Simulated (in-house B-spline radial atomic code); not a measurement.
# Ce⁶⁺: ionisation energy by several methods

An exercise on one series of results from a longer session: the logs are not shown, and one member is left open.

The numbers are computed with in-house B-spline radial atomic code version 1 (non-relativistic, several functionals, spin-polarised; spherical all-electron atom at the radial basis limit), except any that are marked as measured or tabulated.

## Starting point

```
element       : cerium (Z = 58)
charge        : +6
electrons     : 52
configuration : [Kr] 4d10 5s2 5p4
nucleus       : point
```

The outer shells:

[Kr] 4d10 5s2 5p4
```
[Kr] core
4d [↑↓][↑↓][↑↓][↑↓][↑↓]
5s [↑↓]
5p [↑↓][↑ ][↑ ]
```

Where spins are not typed, each open shell is filled with up spins first.

The first run:

Settings of the run:

```ini
Z = 58
electrons = 52.0
configuration = [Kr] 4d10 5s2 5p4
hamiltonian = nr
method = b88,p86
spin_polarised = True
```

Among the steps run: BP86, a GGA; PBE, a GGA; LDA (PW92); BLYP, a GGA; TPSS, a meta-GGA; OLYP, a GGA.

One table of the session follows, with a row left open; its other results are not shown here.

```
    method  ΔSCF (eV)
LDA (PW92)     92.074
      BP86     91.717
       PBE     91.467
      BLYP     91.510
      OLYP          ?
      TPSS     91.301
```

Q: Estimate the row for OLYP from the others.

The run gave: ΔSCF (eV): 91.075. In the column «ΔSCF (eV)» it is the lowest.

To keep in mind: Meta-GGA runs start from a PBE run whose iterations are not counted. These runs leave out relativity, which matters at this nuclear charge.
